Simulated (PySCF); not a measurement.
# CuN2: structure of the quartet

Where does quartet CuN2 go from a side-on start, is the end point a minimum, and what are its modes, charges and moments?

Program: PySCF 2.14.0. Level of theory: PBE0, basis Cu def2-TZVP, N def2-TZVP, no relativity, density fitting. These are calculated values, not measurements.

## Step 1: Where the work starts

3 atoms, charge 0, spin multiplicity 4.

Bond lengths: Cu1–N2 1.867 Å, Cu1–N3 1.867 Å, N2–N3 1.200 Å. Angles: N2–Cu1–N3 37.5°, Cu1–N2–N3 71.2°, Cu1–N3–N2 71.2°.

```xyz
3
charge 0 multiplicity 4
Cu    0.0000    0.0000    0.0000
N     0.6000    0.0000    1.7675
N    -0.6000    0.0000    1.7675
```

## Step 2: The SCF at the typed geometry

One driver script runs all steps and calls PySCF; scf.py shows how it sets up the SCF of each step. The optimiser is the driver's own. After this first run the driver tries any further starts and a stability analysis.

scf.py reads:

```python
from pyscf import gto, scf, dft
mol = gto.M(atom='''
Cu     0.000000     0.000000     0.000000
N      0.600000     0.000000     1.767540
N     -0.600000     0.000000     1.767540''',
    basis={'Cu': 'def2-TZVP', 'N': 'def2-TZVP'},
    charge=0, spin=3)
mf = dft.UKS(mol, xc='PBE0')
mf.grids.atom_grid = (50, 194)
aux = {'Cu': 'def2-universal-JKFIT', 'N': 'def2-universal-JKFIT'}
mf = mf.density_fit(auxbasis=aux)
mf.conv_tol = 1e-08
mf.diis_space = 10
mf.max_cycle = 60
mf.init_guess = 'minao'
mf.verbose = 4
mf.kernel()
```

On the command line:

```console
> OMP_NUM_THREADS=4 python axn.py task.json out
```

What it wrote:

```text
init E= -1749.52852210931
[... the frontier-level lines of each cycle are left out ...]
cycle= 1 E= -1745.52091137976  delta_E= 4.01  |g|= 4.36  |ddm|= 2.08
cycle= 2 E= -1728.16461053459  delta_E= 17.4  |g|= 8.46  |ddm|=    6
cycle= 3 E= -1748.35442590157  delta_E= -20.2  |g|= 2.38  |ddm|= 5.47
cycle= 4 E= -1746.30919375699  delta_E= 2.05  |g|= 2.12  |ddm|= 2.76
cycle= 5 E= -1749.36803854711  delta_E= -3.06  |g|= 0.336  |ddm|= 2.62
cycle= 6 E= -1749.40241581182  delta_E= -0.0344  |g|= 0.368  |ddm|= 1.52
cycle= 7 E= -1749.47609321948  delta_E= -0.0737  |g|= 0.26  |ddm|= 0.254
cycle= 8 E= -1749.49754410814  delta_E= -0.0215  |g|= 0.235  |ddm|= 0.164
cycle= 9 E= -1749.51346870799  delta_E= -0.0159  |g|= 0.15  |ddm|= 0.205
cycle= 10 E= -1749.52301715189  delta_E= -0.00955  |g|= 0.0636  |ddm|= 0.349
cycle= 11 E= -1749.52413395807  delta_E= -0.00112  |g|= 0.0149  |ddm|= 0.0456
cycle= 12 E= -1749.52423300017  delta_E= -9.9e-05  |g|= 0.00416  |ddm|= 0.0177
cycle= 13 E= -1749.52426607473  delta_E= -3.31e-05  |g|= 0.00288  |ddm|= 0.00895
cycle= 14 E= -1749.52431831711  delta_E= -5.22e-05  |g|= 0.00167  |ddm|= 0.0194
cycle= 15 E= -1749.52434859962  delta_E= -3.03e-05  |g|= 0.000796  |ddm|= 0.0243
cycle= 16 E= -1749.52435021391  delta_E= -1.61e-06  |g|= 0.000383  |ddm|= 0.00506
cycle= 17 E= -1749.52435033852  delta_E= -1.25e-07  |g|= 8.65e-05  |ddm|= 0.00139
cycle= 18 E= -1749.52435034702  delta_E= -8.5e-09  |g|= 3.26e-05  |ddm|= 0.000402
Extra cycle  E= -1749.52435034612  delta_E= 8.93e-10  |g|= 8.33e-05  |ddm|= 5.56e-05
converged SCF energy = -1749.52435034612  <S^2> = 3.7552663  2S+1 = 4.0026323
```

This step, with its further starts and checks, took 11 s on 4 threads of Arm Neoverse V1, shared host.

Energies from each starting density:

```tsv
start	energy (Eh)
the minimal-basis guess	-1749.524350
a thermally smeared density	-1749.510727
a smeared PBE density	-1749.524350
```

No lower solution of this spin turned up from the other starts or in the test of internal stability.

## Step 3: Side-on start, quartet: relaxation

The program finds C2v symmetry in the start, which this walk keeps. The walk stops when the largest gradient is under 0.0003 Eh/bohr and the energy has settled too.

scf.py: that of step 2 with these lines changed.

```diff
@@ -3,3 +3,3 @@
-Cu     0.000000     0.000000     0.000000
-N      0.600000     0.000000     1.767540
-N     -0.600000     0.000000     1.767540''',
+Cu     0.000000     0.000000    -0.544362
+N      0.600000     0.000000     1.223178
+N     -0.600000     0.000000     1.223178''',
@@ -15 +14,0 @@
-mf.init_guess = 'minao'
```

Energy and gradient, step by step:

```tsv
step	energy (Eh)	change (kJ/mol)	largest symmetric gradient (Eh/bohr)
0	-1749.524350	0.00	0.07047
1	-1749.532576	-21.60	0.03450
2	-1749.535701	-29.80	0.01497
3	-1749.536021	-30.64	0.00285
4	-1749.536028	-30.66	0.00021
5	-1749.536028	-30.66	0.00001
```

The walk took 8.8 s.

It settles in C2v symmetry, 30.7 kJ/mol below the start, after 5 steps: Cu–N 2.051 Å (×2), N–N 1.183 Å; Cu–N–N 73.2° (×2), N–Cu–N 33.5°.

## Step 4: Hessian and properties

On the finer grid the gradient is checked again; gradients at displacements of ±0.02 bohr then give force constants and infrared intensities.

scf.py: that of step 3 with these lines changed.

```diff
@@ -3,3 +3,3 @@
-Cu     0.000000     0.000000    -0.544362
-N      0.600000     0.000000     1.223178
-N     -0.600000     0.000000     1.223178''',
+Cu     0.000000     0.000000    -0.604928
+N      0.591526     0.000000     1.359268
+N     -0.591526     0.000000     1.359268''',
@@ -9 +9 @@
-mf.grids.atom_grid = (50, 194)
+mf.grids.atom_grid = (75, 302)
@@ -12 +12 @@
-mf.conv_tol = 1e-08
+mf.conv_tol = 1e-10
```

The driver hands on the density of the step before, so the log starts near convergence.

SCF at the final geometry:

```text
init E= -1749.5359550519
[... the frontier-level lines of each cycle are left out ...]
cycle= 1 E= -1749.53595505191  delta_E= -1.55e-11  |g|= 1.32e-05  |ddm|= 1.29e-05
cycle= 2 E= -1749.5359550518  delta_E= 1.2e-10  |g|= 3.12e-05  |ddm|= 2.06e-05
cycle= 3 E= -1749.53595505199  delta_E= -1.98e-10  |g|= 2.71e-06  |ddm|= 1.23e-05
cycle= 4 E= -1749.53595505201  delta_E= -1.39e-11  |g|= 2.36e-06  |ddm|= 4.56e-06
Extra cycle  E= -1749.53595505204  delta_E= -3.25e-11  |g|= 2.28e-06  |ddm|= 6.91e-06
converged SCF energy = -1749.53595505204  <S^2> = 3.7550583  2S+1 = 4.0025284
```

The whole step took 26 s.

Geometry: C2v; Cu–N 2.051 Å (×2), N–N 1.183 Å; Cu–N–N 73.2° (×2), N–Cu–N 33.5°.

Harmonic modes (main isotopes):

```json
{"symmetry": "b2", "ω (cm⁻¹)": "335", "IR (km/mol)": "8.4"}
{"symmetry": "a1", "ω (cm⁻¹)": "415", "IR (km/mol)": "54.1"}
{"symmetry": "a1", "ω (cm⁻¹)": "1830", "IR (km/mol)": "5.6"}
```

No imaginary mode, so this is a minimum.

Properties at this point:

```
Dipole moment                                                   : 1.92 D
Highest occupied level                                          : -4.87 eV
Lowest empty level                                              : -6.15 eV
Rotational constants                                            : 1.72, 0.2255, 0.1993 cm⁻¹
Zero-point energy                                               : 15.4 kJ/mol
Principal polarisabilities                                      : 30.3, 34.7, 50.1 bohr³
Atomisation energy without zero-point energy                    : 536 kJ/mol
Principal traceless quadrupole moments about the centre of mass : -3.84, -0.62, 4.45 D Å
Entropy at 298.15 K and 1 bar (electronic part: spin only)      : 274.2 J/(mol K)
Heat capacity Cp at 298.15 K                                    : 46.1 J/(mol K)
Enthalpy at 298.15 K above 0 K                                  : 11.69 kJ/mol
Rotational symmetry number                                      : 2
Spin squared ⟨S²⟩                                               : 3.755
```

Charges (e) and bond orders:

| atom | Mulliken | Löwdin | polar tensor | spin (Mulliken) | Mayer order to Cu1 |
| --- | --- | --- | --- | --- | --- |
| Cu1 | 0.29 | 0.27 | 0.52 | 2.04 | – |
| N2,3 | -0.14 | -0.13 | -0.26 | 0.48 | 0.47 |

Mulliken populations on Cu1: s 7.17, p 12.42, d 9.13, f 0.00.

## Step 5: Outcome

| quantity | value |
| --- | --- |
| minimum | quartet, C2v |
| geometry | Cu–N 2.051 Å (×2), N–N 1.183 Å; Cu–N–N 73.2° (×2), N–Cu–N 33.5° |
| wavenumbers (cm⁻¹) | 335 (b2), 415 (a1), 1830 (a1) |
| dipole moment | 1.92 D |
| highest occupied, lowest empty level (either spin) | -4.87, -6.15 eV |
| polar-tensor charge of Cu1 | +0.52 e |
| zero-point energy | 15.4 kJ/mol |
| entropy at 298.15 K | 274.2 J/(mol K) |
| atomisation energy (no zero-point energy) | 536 kJ/mol |
| ⟨S²⟩ | 3.755 |

The molecule stays C2v, as typed, and the end point is a minimum. An empty level of one spin lies below a filled level of the other, which hints that a lower spin is more stable. The strongest infrared band lies at 415 cm⁻¹ (a1). Most of the spin sits on Cu1 (Mulliken spin 2.04, against 3 for the whole molecule). Other starts or spin states, not run here, may lie lower. Open d and f shells are described by one determinant, and the ground state may have another occupation or spin.

The search up to here took 46 s.
